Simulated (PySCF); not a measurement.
# CH₃BF₂NP: magnetic properties

What do calculations give for the magnetic properties of CH₃BF₂NP (`N#C[BH2-][PH+](F)F`)?

Computed with PySCF 2.14.0 and routines of our own; the level stands in each step. Atoms count from 0.

### 1 The system as given

9 atoms, charge 0, multiplicity 1; geometry from: GFN2-xTB.

### 2 Geometry optimisation at PBE0-D3(BJ)/def2-SVP

The job: settings as JSON, then the geometry in Å.

```
{"job": {"xc": "PBE0", "basis": "def2-SVP", "d3": "d3bj", "grid": 1, "kind": "geom"}, "charge": 0, "multiplicity": 1}
N     -2.350527     1.262682     0.182275
C     -1.623341     0.386234     0.041874
B     -0.620316    -0.785937    -0.121937
P      0.968432     0.200097     0.153394
F      1.245610     1.233376    -1.019159
F      2.382252    -0.538729     0.040560
H     -0.733564    -1.592691     0.736111
H     -0.581153    -1.214975    -1.226153
H      1.326168     1.055937     1.187856
```

Command:

```sh
> OMP_NUM_THREADS=1 python excited_run.py task.json out
```

The driver reads the jobs from task.json and runs them one after another.

What it wrote:

```text
step   0  E = -659.75947179  max force = 0.035384
step   1  E = -659.76761245  max force = 0.004122
step   2  E = -659.76801997  max force = 0.002694
step   3  E = -659.76810172  max force = 0.001391
step   4  E = -659.76817354  max force = 0.001316
step   5  E = -659.76821523  max force = 0.001583
step   6  E = -659.76825074  max force = 0.001504
step   7  E = -659.76827637  max force = 0.000939
step   8  E = -659.76829981  max force = 0.000869
step   9  E = -659.76831680  max force = 0.000983
step  10  E = -659.76832459  max force = 0.000762
step  11  E = -659.76832733  max force = 0.000460
step  12  E = -659.76832812  max force = 0.000285
optimisation converged
```

It took 25 s on 1 thread of Intel Xeon 6975P-C, shared host; peak memory 0.52 GiB.

Along the way:

```csv
step,energy from step 0 (eV),largest force component (eV/Å)
0,0.0000,1.8195
1,-0.2215,0.2120
2,-0.2326,0.1385
3,-0.2348,0.0715
4,-0.2368,0.0677
5,-0.2379,0.0814
6,-0.2389,0.0773
7,-0.2396,0.0483
8,-0.2402,0.0447
9,-0.2407,0.0505
10,-0.2409,0.0392
11,-0.2410,0.0237
12,-0.2410,0.0147
```

Close pairs (by a distance rule), those that changed most:

| bond | before (Å) | after (Å) | change (Å) |
| --- | --- | --- | --- |
| B2–H6 | 1.183 | 1.222 | +0.039 |
| B2–H7 | 1.185 | 1.216 | +0.030 |
| P3–F5 | 1.599 | 1.575 | -0.025 |
| P3–H8 | 1.389 | 1.413 | +0.023 |
| B2–P3 | 1.890 | 1.870 | -0.020 |
| N0–C1 | 1.147 | 1.160 | +0.013 |
| P3–F4 | 1.587 | 1.575 | -0.013 |
| C1–B2 | 1.551 | 1.563 | +0.012 |

The next job starts from the end point, and lists it.

```csv
at the end point,value
point group (found at 0.08 Å tolerance),C1
"rotational constants (GHz, main isotopes)","6.322, 1.658, 1.410"
dipole moment (D),4.87
```

### 3 Magnetic properties: GIAO KT3/pcSseg-1

The job: settings as JSON, then the geometry in Å.

```
{"job": {"kind": "mag", "xc": "KT3", "basis": "pcSseg-1", "isotopologues": 2}, "charge": 0, "multiplicity": 1}
N     -2.628193     0.967859     0.100582
C     -1.751753     0.216256    -0.013192
B     -0.528675    -0.748331    -0.141498
P      0.977966     0.332135     0.100787
F      1.255849     1.413638    -1.009329
F      2.321569    -0.489084     0.094409
H     -0.396546    -1.519732     0.796640
H     -0.366995    -1.273274    -1.225921
H      1.130556     1.107719     1.271928
```

With the program's defaults for keys left out, this is: GIAO KT3/pcSseg-1 magnetisability, rotational g tensor and spin-rotation constants, non-relativistic, gas phase.

What it wrote:

```text
coarse grid: 8896 points
cycle   1  E = -667.0791476857  dE =  7.935e-01  |g| = 9.565e-01  |ddm| = 2.837e+00
cycle   2  E = -666.5076462521  dE =  5.715e-01  |g| = 1.997e+00  |ddm| = 2.280e+00
cycle   3  E = -667.2142612788  dE = -7.066e-01  |g| = 4.030e-01  |ddm| = 1.661e+00
cycle   4  E = -667.2493236255  dE = -3.506e-02  |g| = 1.771e-01  |ddm| = 3.765e-01
cycle   5  E = -667.2555733464  dE = -6.250e-03  |g| = 5.714e-02  |ddm| = 1.497e-01
cycle   6  E = -667.2563660431  dE = -7.927e-04  |g| = 9.600e-03  |ddm| = 6.343e-02
cycle   7  E = -667.2563867400  dE = -2.070e-05  |g| = 3.669e-03  |ddm| = 1.280e-02
cycle   8  E = -667.2563889140  dE = -2.174e-06  |g| = 1.340e-03  |ddm| = 3.284e-03
final grid: 84664 points
cycle   9  E = -667.3435947281  dE = -8.114e-05  |g| = 3.799e-02  |ddm| = 5.118e-02
cycle  10  E = -667.3430642319  dE =  5.305e-04  |g| = 6.904e-02  |ddm| = 6.513e-02
cycle  11  E = -667.3437943964  dE = -7.302e-04  |g| = 5.784e-03  |ddm| = 4.580e-02
cycle  12  E = -667.3437963968  dE = -2.000e-06  |g| = 4.872e-03  |ddm| = 5.865e-03
cycle  13  E = -667.3438015922  dE = -5.195e-06  |g| = 5.504e-04  |ddm| = 3.175e-03
cycle  14  E = -667.3438016783  dE = -8.613e-08  |g| = 9.443e-05  |ddm| = 5.807e-04
cycle  15  E = -667.3438016797  dE = -1.444e-09  |g| = 4.836e-05  |ddm| = 1.150e-04
cycle  16  E = -667.3438016801  dE = -3.656e-10  |g| = 1.070e-05  |ddm| = 3.587e-05
converged SCF energy = -667.3438016801

Magnetisability tensor (1e-30 J/T^2)
     -902.02       76.25        5.36
       76.25     -857.61        0.35
        5.36        0.35     -770.26
isotropic -843.30   principal values    -959.32   -800.79   -769.78
isotropic susceptibility -50.785 1e-6 cm^3/mol

Inertial axes            a          b          c
rot. const./GHz      6.3216     1.6579     1.4104
chi total           -55.151    -50.291    -46.911
chi diamagnetic    -256.640   -730.193   -840.400
chi paramagnetic    201.489    679.901    793.489
quadrupole/D A      -14.555      4.330     10.225
g nuclear            0.5483     0.5040     0.4995
g electronic        -0.5984    -0.5295    -0.5258
g total             -0.0501    -0.0256    -0.0263

Spin-rotation constants (kHz, H = +C I.J)
atom  isotope        aa         bb         cc
  0    14N        0.571      0.321      0.330
  2    11B        0.735      0.188      0.161
  3    31P       11.640      3.172      2.889
  4    19F        5.014      1.766      2.237
  5    19F        7.192      1.370      1.983
  6     1H       -0.625      0.009     -0.117
  7     1H       -0.595     -0.166      0.035
  8     1H       -0.555     -0.149      0.104
  1    13C*       0.946      0.525      0.540
* in the singly substituted isotopologue

Isotopologues: g along a, b, c
2H    at 6,7,8             -0.0444    -0.0249    -0.0259
15N   at 0                 -0.0498    -0.0247    -0.0255
```

It took 10 s on 1 thread of Intel Xeon 6975P-C, shared host; peak memory 0.55 GiB.

Key values:

```
              quantity                      value
       magnetisability            -843·10⁻³⁰ J/T²
  molar susceptibility         -50.8·10⁻⁶ cm³/mol
rotational g (a, b, c)  -0.0501, -0.0256, -0.0263
```

### 4 Magnetic properties: common gauge origin PBE0/pcSseg-0

The job, as its differences from that of step 3:

```diff
@@ -1,2 +1,2 @@
-{"job": {"kind": "mag", "xc": "KT3", "basis": "pcSseg-1", "isotopologues": 2}, "charge": 0, "multiplicity": 1}
+{"job": {"kind": "mag", "xc": "PBE0", "basis": "pcSseg-0", "gauge": [0, 0, 0], "scf": {"level_shift": 0.3}}, "charge": 0, "multiplicity": 1}
 N     -2.628193     0.967859     0.100582
```

Method: common gauge origin PBE0/pcSseg-0 magnetisability, rotational g tensor and spin-rotation constants, non-relativistic, gas phase.

What it wrote:

```text
final grid: 84664 points
cycle   1  E = -658.7378737389  dE =  9.048e-01  |g| = 8.519e-01  |ddm| = 3.146e+00
cycle   2  E = -658.7998018403  dE = -6.193e-02  |g| = 8.628e-01  |ddm| = 1.859e+00
cycle   3  E = -658.9171138224  dE = -1.173e-01  |g| = 2.124e-01  |ddm| = 5.518e-01
cycle   4  E = -658.9266834431  dE = -9.570e-03  |g| = 5.912e-02  |ddm| = 2.303e-01
cycle   5  E = -658.9275965869  dE = -9.131e-04  |g| = 1.648e-02  |ddm| = 7.780e-02
cycle   6  E = -658.9276506959  dE = -5.411e-05  |g| = 5.268e-03  |ddm| = 2.008e-02
cycle   7  E = -658.9276578514  dE = -7.155e-06  |g| = 1.559e-03  |ddm| = 7.739e-03
cycle   8  E = -658.9276588218  dE = -9.704e-07  |g| = 3.943e-04  |ddm| = 3.200e-03
cycle   9  E = -658.9276589522  dE = -1.304e-07  |g| = 2.290e-04  |ddm| = 1.216e-03
cycle  10  E = -658.9276589843  dE = -3.217e-08  |g| = 8.308e-05  |ddm| = 5.412e-04
cycle  11  E = -658.9276589910  dE = -6.681e-09  |g| = 4.036e-05  |ddm| = 2.466e-04
cycle  12  E = -658.9276589926  dE = -1.591e-09  |g| = 1.698e-05  |ddm| = 1.180e-04
cycle  13  E = -658.9276589929  dE = -3.398e-10  |g| = 8.298e-06  |ddm| = 5.448e-05
level shift removed, Fock matrix diagonalised once more
converged SCF energy = -658.9276589929

Magnetisability tensor (1e-30 J/T^2)
    -3019.59     -533.26     -278.96
     -533.26    -8738.70     -535.68
     -278.96     -535.68    -8934.29
isotropic -6897.53   principal values   -9429.57  -8301.53  -2961.47
isotropic susceptibility -415.379 1e-6 cm^3/mol

Inertial axes            a          b          c
rot. const./GHz      6.3216     1.6579     1.4104
chi total          -178.359   -506.091   -561.686
chi diamagnetic    -259.608   -734.001   -845.947
chi paramagnetic     81.250    227.909    284.261
quadrupole/D A      -16.490      3.821     12.670
g nuclear            0.5483     0.5040     0.4995
g electronic        -0.2413    -0.1775    -0.1883
g total              0.3070     0.3265     0.3111

Spin-rotation constants (kHz, H = +C I.J)
atom  isotope        aa         bb         cc
  0    14N        0.579      0.478      0.476
  2    11B        0.434     -0.199     -0.165
  3    31P       10.401      2.453      2.511
  4    19F        1.565      1.738      1.786
  5    19F        7.581      0.609      1.321
  6     1H        0.016     -0.647     -0.423
  7     1H       -0.485     -0.631     -0.534
  8     1H       -0.585     -0.391     -0.490
  1    13C*       0.859      0.357      0.391
* in the singly substituted isotopologue
```

Run time: 1.8 s. Hardware: 1 thread of Intel Xeon 6975P-C, shared host; peak memory 0.47 GiB.

It converged, yet the result is unsound: a common gauge origin replaces GIAOs, so the magnetic properties depend on where the origin lies.

### 5 Magnetic properties: GIAO revPBE/6-311G** in water

The job, as its differences from that of step 4:

```diff
@@ -1,2 +1,2 @@
-{"job": {"kind": "mag", "xc": "PBE0", "basis": "pcSseg-0", "gauge": [0, 0, 0], "scf": {"level_shift": 0.3}}, "charge": 0, "multiplicity": 1}
+{"job": {"kind": "mag", "xc": "revPBE", "basis": "6-311G**", "solvent": "water"}, "charge": 0, "multiplicity": 1}
 N     -2.628193     0.967859     0.100582
```

Level: GIAO revPBE/6-311G** magnetisability, non-relativistic, IEF-PCM water.

What it wrote:

```text
coarse grid: 8896 points
cycle   1  E = -660.3834394306  dE =  7.404e-01  |g| = 8.481e-01  |ddm| = 2.659e+00
cycle   2  E = -660.0795788593  dE =  3.039e-01  |g| = 1.589e+00  |ddm| = 1.656e+00
cycle   3  E = -660.4945254840  dE = -4.149e-01  |g| = 3.127e-01  |ddm| = 1.098e+00
cycle   4  E = -660.5142379269  dE = -1.971e-02  |g| = 1.407e-01  |ddm| = 2.622e-01
cycle   5  E = -660.5180078965  dE = -3.770e-03  |g| = 5.018e-02  |ddm| = 9.877e-02
cycle   6  E = -660.5185108776  dE = -5.030e-04  |g| = 5.395e-03  |ddm| = 3.890e-02
cycle   7  E = -660.5185179909  dE = -7.113e-06  |g| = 1.550e-03  |ddm| = 5.587e-03
final grid: 84664 points
cycle   8  E = -660.5256562788  dE = -4.515e-05  |g| = 1.129e-02  |ddm| = 2.981e-02
cycle   9  E = -660.5256269898  dE =  2.929e-05  |g| = 1.747e-02  |ddm| = 2.010e-02
cycle  10  E = -660.5256796074  dE = -5.262e-05  |g| = 3.073e-03  |ddm| = 1.191e-02
cycle  11  E = -660.5256812610  dE = -1.654e-06  |g| = 1.063e-03  |ddm| = 2.479e-03
cycle  12  E = -660.5256814711  dE = -2.101e-07  |g| = 4.888e-04  |ddm| = 7.908e-04
cycle  13  E = -660.5256815202  dE = -4.915e-08  |g| = 3.550e-05  |ddm| = 3.184e-04
cycle  14  E = -660.5256815205  dE = -2.564e-10  |g| = 2.222e-05  |ddm| = 3.956e-05
converged SCF energy = -660.5256815205

Magnetisability tensor (1e-30 J/T^2)
     -909.91       72.23        3.27
       72.23     -867.73       -2.53
        3.27       -2.53     -786.75
isotropic -854.80   principal values    -964.16   -813.57   -786.66
isotropic susceptibility -51.477 1e-6 cm^3/mol

Inertial axes            a          b          c
rot. const./GHz      6.3216     1.6579     1.4104
chi total           -55.574    -50.857    -47.999
chi diamagnetic    -256.919   -733.530   -844.608
chi paramagnetic    201.344    682.673    796.609
quadrupole/D A      -18.511      5.568     12.943
```

It took 7.3 s on 1 thread of Intel Xeon 6975P-C, shared host; peak memory 0.52 GiB.

Key values:

```
            quantity               value
     magnetisability     -855·10⁻³⁰ J/T²
molar susceptibility  -51.5·10⁻⁶ cm³/mol
```

### 6 Outcome

| quantity | value |
| --- | --- |
| point group | C1 |
| rotational constants (main isotopes) | 6.32, 1.66, 1.41 GHz |
| magnetisability (step 3, GIAO KT3/pcSseg-1) | -843·10⁻³⁰ J/T² |
| molar susceptibility (step 3, GIAO KT3/pcSseg-1) | -50.8·10⁻⁶ cm³/mol |
| rotational g (a, b, c) (step 3, GIAO KT3/pcSseg-1) | -0.0501, -0.0256, -0.0263 |
| runs | 0 failed, 1 ended on unsound input |

**Reading.** Over 12 steps the energy fell by 0.241 eV; of the close pairs, B2–H6 changed most, 1.183 to 1.222 Å. No frequency check was run at this level, so the end point may be a saddle. Vibrational averaging and real surroundings are missing from these values.
